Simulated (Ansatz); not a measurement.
**CH8GeInN: taking an electron away**

An exercise on one series of results from a longer session: the logs are not shown, and one member is left open.

Method: unrestricted cation, the program's frozen cores in correlated methods; program: Ansatz 0.2.0, Gaussian basis.

Levels to be run: UKS PBE-D4/def2-TZVPP; UKS r2SCAN-D4/def2-TZVPP; UKS PBE0-D4/def2-TZVPP; UKS B3LYP-D4/def2-TZVPP; UKS wB97X-V/def2-TZVPP; UKS wB97M-V/def2-TZVPP; UKS B2PLYP/def2-TZVPP; UHF-CCSD(T)/def2-TZVPP; UHF-MP2/def2-QZVPP; extrapolation to the limit; then −ε(HOMO) from the neutral's earlier runs with LDA (SPW92), PBE-D4, revPBE-D4, BLYP-D4, r2SCAN-D4, B97M-V, PBE0-D4, B3LYP-D4, r2SCANh-D4, r2SCAN0-D4, HSE06-D4, BHLYP-D4, CAM-B3LYP-D4, LC-ωPBE, ωB97X-V, ωB97M-V.

**The geometry**

All runs share one geometry, relaxed beforehand with PBE0-D4 in a triple-zeta def2 set. In takes the def2 core potential; no spin-orbit term is included.

SMILES `[CH3][In]([NH2])[GeH3]`, 12 atoms, charge 0, spin multiplicity 1.

Atoms are counted from 1 here; the program's logs count them from 0.

Bond lengths: C1–In2 2.149 Å, C1–H5 1.091 Å, C1–H6 1.090 Å, C1–H7 1.091 Å, In2–N3 2.015 Å, In2–Ge4 2.594 Å, N3–H8 1.007 Å, N3–H9 1.006 Å, Ge4–H10 1.541 Å, Ge4–H11 1.542 Å, Ge4–H12 1.542 Å. Angles: In2–C1–H5 110.2°, In2–C1–H6 110.2°, In2–C1–H7 110.2°, H5–C1–H6 109.0°, H5–C1–H7 108.1°, H6–C1–H7 109.0°, C1–In2–N3 114.8°, C1–In2–Ge4 130.9°, N3–In2–Ge4 114.3°, In2–N3–H8 124.4°, In2–N3–H9 124.4°, H8–N3–H9 111.1°, In2–Ge4–H10 112.3°, In2–Ge4–H11 111.6°, In2–Ge4–H12 111.6°, H10–Ge4–H11 107.2°, H10–Ge4–H12 107.2°, H11–Ge4–H12 106.6°.

The first run:

The input, in.yaml:

```yaml
crystal:
  periodic: [false, false, false]
  atoms:
    - {symbol: C, position_ang: [-1.704530, 0.900823, 1.176367]}
    - {symbol: In, position_ang: [-0.026372, -0.055913, 0.234184]}
    - {symbol: N, position_ang: [1.052046, -1.253799, 1.443392]}
    - {symbol: Ge, position_ang: [0.850427, 0.070905, -2.203623]}
    - {symbol: H, position_ang: [-1.611915, 1.985418, 1.100788]}
    - {symbol: H, position_ang: [-1.756335, 0.620559, 2.228945]}
    - {symbol: H, position_ang: [-2.631869, 0.604484, 0.683421]}
    - {symbol: H, position_ang: [0.848236, -1.412942, 2.416407]}
    - {symbol: H, position_ang: [1.864338, -1.772319, 1.153460]}
    - {symbol: H, position_ang: [2.086835, -0.821191, -2.426729]}
    - {symbol: H, position_ang: [-0.222052, -0.374982, -3.217475]}
    - {symbol: H, position_ang: [1.251201, 1.508946, -2.589128]}
basis:
  gaussian: {orbitals: def2-TZVPP}
total_charge: 1
magnetization: {spin_polarized: true, initial_magnetization: 1}
hamiltonian: {xc: pbe, dispersion: d4}
```

Run with:

```bash
$ ansatz run in.yaml --threads 2 --pin off --events-out ev --progress --plain --max-ram 22528MiB --backend cuda --devices 0, --max-vram 18GiB
```

Steps of the session up to this table: Cation, UKS PBE-D4/def2-TZVPP; Cation, UKS r2SCAN-D4/def2-TZVPP; Cation, UKS PBE0-D4/def2-TZVPP; Cation, UKS B3LYP-D4/def2-TZVPP; Cation, UKS wB97X-V/def2-TZVPP; Cation, UKS wB97M-V/def2-TZVPP; Cation, UKS B2PLYP (frozen core)/def2-TZVPP; Cation, UHF-CCSD(T)/def2-TZVPP; Cation, UHF-MP2/def2-QZVPP.

One table of the session follows, with a row left open; its other results are not shown here.

It belongs to the step «Ionisation energies side by side». Orbital estimates, from the neutral's runs:

| functional | −ε(HOMO) (eV) |
| --- | --- |
| LDA (SPW92) | 5.75 |
| PBE-D4 | 5.54 |
| revPBE-D4 | 5.46 |
| BLYP-D4 | 5.43 |
| r2SCAN-D4 | 5.78 |
| B97M-V | 5.85 |
| PBE0-D4 | 6.82 |
| B3LYP-D4 | 6.61 |
| r2SCANh-D4 | 6.27 |
| r2SCAN0-D4 | 7.01 |
| HSE06-D4 | 6.42 |
| BHLYP-D4 | 8.03 |
| CAM-B3LYP-D4 | 8.26 |
| LC-ωPBE | 9.63 |
| ωB97X-V | ? |
| ωB97M-V | 9.15 |

**Question.** Estimate the row for ωB97X-V.

As computed: −ε(HOMO) (eV): 9.28. In the column «−ε(HOMO) (eV)» it lies between ωB97M-V (9.15) and LC-ωPBE (9.63).
